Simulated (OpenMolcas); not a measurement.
# W²⁺ among point charges: CASSCF levels and susceptibility

Aim: the splitting of the states of W²⁺ in the field of 6 point charges, its lowest levels with spin-orbit coupling and its magnetic susceptibility.

Program: OpenMolcas 26.06. Level of theory: state-averaged CASSCF, spin-orbit coupling by RASSI with atomic mean-field integrals. These are calculated values, not measurements, unless marked.

1 further run of the same task is left out (it didn't finish).

## Step 1: Starting point

```
Species                           : W²⁺ (tungsten, Z = 74, 72 electrons)
Basis                             : ANO-RCC-VDZP [7s6p4d2f1g], 68 functions
Scalar Hamiltonian                : DKH2, point nucleus
Inactive shells                   : 1s 2s 2p 3s 3p 3d 4s 4p 4d 4f 5s 5p
Active space                      : 4 electrons in 5 orbitals (5d)
Some configurations of this space : 5d⁴
Orbitals                          : optimised for each spin and parity, averaged over all roots
```

The outer shells:

5d4
```
5d [↑ ][↑ ][↑ ][↑ ][  ]
```

The ion sits among 6 point charges of -1.7 e arranged as a tetragonal octahedron (D4h), 2.34 Å from the ion, with the axial distance 2.317 Å. The active orbitals were held to one l.

Each step is its own input file, run in one work folder so that later steps find the files of earlier ones. Labels, J, g values, rates, χT and fits are worked out afterwards by a script from the matrices that RASSI stores. The input lists half of the charges; inversion (Group=XYZ) makes the rest.

## Step 2: One- and two-electron integrals

File a.inp:

```
&GATEWAY
Coord
1

W 0.0 0.0 0.0
Basis=ANO-RCC-VDZP
Group=XYZ
NoMove
AngMom=0.0 0.0 0.0
AMFI
XField
3 Angstrom 0
2.340000 0.000000 0.000000 -1.700000
0.000000 2.340000 0.000000 -1.700000
0.000000 0.000000 2.316600 -1.700000
&SEWARD
```

Launch:

```bash
OMP_NUM_THREADS=1 MOLCAS_MEM=1689 MOLCAS_PROJECT=a pymolcas a.inp > a.log
```

## Step 3: CASSCF: quintets of even parity, 5 roots

File a.inp:

```
&RASSCF
FileOrb=start.orb
Symmetry=1
Spin=5
nActEl=4 0 0
Inactive=15 19
Ras2=5 0
CIRoot=5 5 1
SDav=5
CIMx=300
Iter=120 100
PrWF=0.3
OrbListing=Nothing
MaxOrb=0
SupSym
1
20 4 5 6 7 8 10 11 12 13 14 16 17 18 19 20 23 24 25 26 27
0
>>> COPY $Project.JobIph JOB001
```

start.orb holds the contracted functions of the basis, ordered by shell, or the orbitals of the step before.

## Step 4: CASSCF: triplets of even parity, 45 roots

File a.inp:

```
&RASSCF
FileOrb=start.orb
Symmetry=1
Spin=3
nActEl=4 0 0
Inactive=15 19
Ras2=5 0
CIRoot=45 45 1
SDav=45
CIMx=300
Iter=120 100
PrWF=0.3
OrbListing=Nothing
MaxOrb=0
SupSym
1
20 4 5 6 7 8 10 11 12 13 14 16 17 18 19 20 23 24 25 26 27
0
>>> COPY $Project.JobIph JOB002
```

## Step 5: Reference wave functions, singlets of even parity, 50 roots

File a.inp:

```
&RASSCF
FileOrb=start.orb
Symmetry=1
Spin=1
nActEl=4 0 0
Inactive=15 19
Ras2=5 0
CIRoot=50 50 1
SDav=50
CIMx=300
Iter=120 100
PrWF=0.3
OrbListing=Nothing
MaxOrb=0
SupSym
1
20 4 5 6 7 8 10 11 12 13 14 16 17 18 19 20 23 24 25 26 27
0
>>> COPY $Project.JobIph JOB003
```

## Step 6: RASSI: spin-orbit coupling between the states

File a.inp:

```
&RASSI
NrOfJobIphs=3 5 45 50
1 2 3 4 5
1 2 3 4 5 6 7 8 9 10 11 12 13 14 15 16 17 18 19 20 21 22 23 24 25 26 27
28 29 30 31 32 33 34 35 36 37 38 39 40 41 42 43 44 45
1 2 3 4 5 6 7 8 9 10 11 12 13 14 15 16 17 18 19 20 21 22 23 24 25 26 27
28 29 30 31 32 33 34 35 36 37 38 39 40 41 42 43 44 45 46 47 48 49 50
IphNames
JOB001
JOB002
JOB003
EJob
SpinOrbit
DIPRint=1.0
SOCoupling=1000.0
Subsets=2
Property=9
'ANGMOM' 1 'ANGMOM' 2 'ANGMOM' 3 'MLTPL  1' 1 'MLTPL  1' 2 'MLTPL  1' 3
'AMFI' 1 'AMFI' 2 'AMFI' 3
SOProperty=3
'ANGMOM' 1 'ANGMOM' 2 'ANGMOM' 3
```

What does the calculation give? Wanted: spin-free ground state; first state of the same spin within the active space; lowest level; next level.

As calculated:

| quantity | value |
| --- | --- |
| method | CASSCF |
| spin-free ground state | 5A1, 1-fold in its orbital part |
| first state of the same spin within the active space | 5B1 at 650 cm⁻¹ |
| lowest level | 1-fold A1 |
| next level | 1750.5 cm⁻¹ |
| χT at 300 K | 0.34 cm³ K/mol |
| effective moment at 300 K | 1.65 μB |

What this shows: The spin-free ground state (5A1) comes to 100 % from free-ion D terms and keeps the highest spin of the shell. χT at 300 K is 0.34, against 3.01 cm³ K/mol for the spin alone, so spin-orbit coupling lowers it. An active space of the d shell alone favours high spin; real ions in strong fields can be low spin. The field of point charges can differ much from that of real complexes. With metal d orbitals alone active, the gaps between spin states are rough; where two lie within a few thousand cm-1, their order is open. Point charges carry no covalency, so the field is a model and not that of real ligands.
